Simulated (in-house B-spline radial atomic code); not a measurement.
# Tl¹¹⁺: excited configurations in jj coupling

How much energy does it take to promote electrons of Tl¹¹⁺ to other shells? Each configuration is solved by itself and compared with the reference.

Method: Dirac-Hartree-Fock, average of configuration, Fermi nucleus, basis-set limit. Code: in-house B-spline radial atomic code version 1.

### Step 1. The system

- element: thallium (Z = 81)
- charge: +11
- electrons: 70
- configuration: 1s2 2s2 2p6 3s2 3p6 3d10 4s2 4p6 4d10 4f14 5s2 5p6 5d-2
- Hamiltonian: Dirac-Coulomb
- nucleus: Fermi, rms radius 5.476 fm

In configurations, a minus sign after the shell means j = l − 1/2 and a plus sign j = l + 1/2; the count of electrons follows.

Input settings:

```ini
Z = 81
electrons = 70.0
configuration = 1s2 2s2 2p6 3s2 3p6 3d10 4s2 4p6 4d10 4f14 5s2 5p6 5d-2
hamiltonian = dirac
method = hf
spin_polarised = False
nucleus = fermi
rms_radius = 5.4759
mass_number = 205
atomic_mass = 204.974427318
speed_of_light = 137.035999084
```

This reference run was done before. Its total energy is -20240.695442 hartree, and its levels are (the highest eight at most):

| orbital | occupation | energy (eV) | <r> (bohr) |
| --- | --- | --- | --- |
| 4d3/2 | 4 | -625.28 | 0.4317 |
| 4d5/2 | 6 | -602.71 | 0.4426 |
| 5s1/2 | 2 | -336.02 | 0.8539 |
| 4f5/2 | 6 | -335.12 | 0.4567 |
| 4f7/2 | 8 | -329.94 | 0.4618 |
| 5p1/2 | 2 | -289.58 | 0.8993 |
| 5p3/2 | 4 | -262.22 | 0.9639 |
| 5d3/2 | 2 | -197.83 | 1.093 |

### Step 2. 1s2 2s2 2p6 3s2 3p6 3d10 4s2 4p6 4d10 4f-5 4f+8 5s2 5p6 5d-2 6d-1

Input settings:

```ini
Z = 81
electrons = 70.0
configuration = 1s2 2s2 2p6 3s2 3p6 3d10 4s2 4p6 4d10 4f-5 4f+8 5s2 5p6 5d-2 6d-1
hamiltonian = dirac
method = hf
spin_polarised = False
nucleus = fermi
rms_radius = 5.4759
mass_number = 205
atomic_mass = 204.974427318
speed_of_light = 137.035999084
```

### Step 3. 1s2 2s2 2p6 3s2 3p6 3d10 4s2 4p6 4d10 4f-5 4f+8 5s2 5p6 5d-2 6p-1

Input settings:

```ini
Z = 81
electrons = 70.0
configuration = 1s2 2s2 2p6 3s2 3p6 3d10 4s2 4p6 4d10 4f-5 4f+8 5s2 5p6 5d-2 6p-1
hamiltonian = dirac
method = hf
spin_polarised = False
nucleus = fermi
rms_radius = 5.4759
mass_number = 205
atomic_mass = 204.974427318
speed_of_light = 137.035999084
```

### Step 4. Run with 1s2 2s2 2p6 3s2 3p6 3d10 4s2 4p6 4d-4 4d+5 4f14 5s2 5p6 5d+2 7f-1

Input settings:

```ini
Z = 81
electrons = 70.0
configuration = 1s2 2s2 2p6 3s2 3p6 3d10 4s2 4p6 4d-4 4d+5 4f14 5s2 5p6 5d+2 7f-1
hamiltonian = dirac
method = hf
spin_polarised = False
nucleus = fermi
rms_radius = 5.4759
mass_number = 205
atomic_mass = 204.974427318
speed_of_light = 137.035999084
```

### Step 5. Run with 1s2 2s2 2p6 3s2 3p6 3d10 4s2 4p6 4d-4 4d+5 4f14 5s2 5p6 5d-2 9s1

Input settings:

```ini
Z = 81
electrons = 70.0
configuration = 1s2 2s2 2p6 3s2 3p6 3d10 4s2 4p6 4d-4 4d+5 4f14 5s2 5p6 5d-2 9s1
hamiltonian = dirac
method = hf
spin_polarised = False
nucleus = fermi
rms_radius = 5.4759
mass_number = 205
atomic_mass = 204.974427318
speed_of_light = 137.035999084
```

Q: How far above the reference does each configuration lie (order and size, in eV)?

The runs gave:

| net move | configuration | energy above the reference (eV) | with Breit, QED, recoil (eV) | largest <r> (bohr) |
| --- | --- | --- | --- | --- |
| 4f5/2 → 6p1/2 | 1s2 2s2 2p6 3s2 3p6 3d10 4s2 4p6 4d10 4f-5 4f+8 5s2 5p6 5d-2 6p-1 | 188.85 | 189.17 | 1.74 |
| 4f5/2 → 6d3/2 | 1s2 2s2 2p6 3s2 3p6 3d10 4s2 4p6 4d10 4f-5 4f+8 5s2 5p6 5d-2 6d-1 | 220.25 | 220.45 | 2.11 |
| 4d5/2, 2×5d3/2 → 2×5d5/2, 7f5/2 | 1s2 2s2 2p6 3s2 3p6 3d10 4s2 4p6 4d-4 4d+5 4f14 5s2 5p6 5d+2 7f-1 | 549.44 | 549.03 | 4.02 |
| 4d5/2 → 9s | 1s2 2s2 2p6 3s2 3p6 3d10 4s2 4p6 4d-4 4d+5 4f14 5s2 5p6 5d-2 9s1 | 550.91 | 550.65 | 5.50 |

What this shows: The energies run from 188.85 eV (4f5/2 → 6p1/2) to 550.91 eV (4d5/2 → 9s). Koopmans' estimate of the ionisation threshold is 197.83 eV; 3 configurations exceed it by over 2 % and could autoionise. Two partly filled shells share a symmetry and can mix in the average, which may lower the energy, for: 4f5/2 → 6d3/2; 4d5/2, 2×5d3/2 → 2×5d5/2, 7f5/2. These are averages over configurations, without correlation, not spectroscopic levels.
